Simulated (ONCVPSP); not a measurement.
# I: the cost of one run

The numbers are computed with ONCVPSP 4.0.1.1 (patched build) (PBE, scalar-relativistic, spin-unpolarised reference atom).

## Step 1: Settings

Typed settings, in words:

- element: iodine (I, Z = 53)
- type: optimised norm-conserving Vanderbilt (ONCV)
- frozen core: [Ar] 3d10
- valence charge: 25
- reference configuration: 4s2 4p6 4d10 5s2 5p5
- partial waves: 4s+5s: rc 1.62 bohr, ncon 4, nbas 8, qcut 9.2 1/bohr, 2 projectors; 4p+5p: rc 1.56 bohr, ncon 4, nbas 8, qcut 8.3 1/bohr, 2 projectors; 4d: rc 1.28 bohr, ncon 3, nbas 8, qcut 13 1/bohr, 1 projector
- local potential: polynomial inside 1.04 bohr (lpopt 2, dvloc0 0 Ha)
- core correction: not asked for

The outer shells as boxes (Hund's rule for the drawing; the calculation is spin-unpolarised):

```
[Ar] core
3d [↑↓][↑↓][↑↓][↑↓][↑↓]
4s [↑↓]
4p [↑↓][↑↓][↑↓]
4d [↑↓][↑↓][↑↓][↑↓][↑↓]
5s [↑↓]
5p [↑↓][↑↓][↑ ]
```

The nodes and maxima of the atom's own shells, from an earlier all-electron run, set the scale for the radii.

All-electron outer shells of the reference configuration (PBE, scalar-relativistic, ld1.x):

```csv
shell,level (eV),outermost node (bohr),outermost maximum (bohr)
3p,-859.35,0.13,0.28
3d,-605.97,–,0.23
4s,-180.60,0.37,0.68
4p,-127.57,0.37,0.72
4d,-50.28,0.35,0.78
5s,-17.41,0.88,1.70
5p,-7.09,0.96,2.02
```

## Step 2: Generating the potential

File I.dat:

```
# ATOM AND REFERENCE CONFIGURATION
# atsym  z   nc   nv     iexc    psfile
  I 53.00    6    5        4      upf
#
#   n    l    f
    1    0    2.00
    2    0    2.00
    2    1    6.00
    3    0    2.00
    3    1    6.00
    3    2   10.00
    4    0    2.00
    4    1    6.00
    4    2   10.00
    5    0    2.00
    5    1    5.00
#
# PSEUDOPOTENTIAL AND OPTIMIZATION
# lmax
    2
#
#   l,   rc,      ep,       ncon, nbas, qcut
    0    1.62    0.00    4    8    9.20
    1    1.56    0.00    4    8    8.30
    2    1.28    0.00    3    8   13.00
#
# LOCAL POTENTIAL
# lloc, lpopt,  rc(5),   dvloc0
    4    2    1.04    0.00
#
# VANDERBILT-KLEINMAN-BYLANDER PROJECTORs
# l, nproj, debl
    0    2    1.70
    1    2    3.30
    2    1    0.70
#
# MODEL CORE CHARGE
# icmod, fcfact, rcfact
    0    0.00    0.00
#
# LOG DERIVATIVE ANALYSIS
# epsh1, epsh2, depsh
   -8.00    5.00    0.04
#
# OUTPUT GRID
# rlmax, drl
    6.00    0.01
#
# TEST CONFIGURATIONS
# ncnf
    4
# nvcnf
#   n    l    f
    5
    4    0    2.00
    4    1    6.00
    4    2   10.00
    5    0    2.00
    5    1    4.00
#
    5
    4    0    2.00
    4    1    6.00
    4    2   10.00
    5    0    2.00
    5    1    3.00
#
    5
    4    0    2.00
    4    1    6.00
    4    2   10.00
    5    0    2.00
    5    1    2.00
#
    5
    4    0    2.00
    4    1    5.00
    4    2   10.00
    5    0    2.00
    5    1    5.00
#
```

On the command line:

```sh
oncvpsp.x < I.dat > I.out
```

**Question.** How long does this run take on 1 thread of Neoverse-N1, shared host?

About 4.9 s.
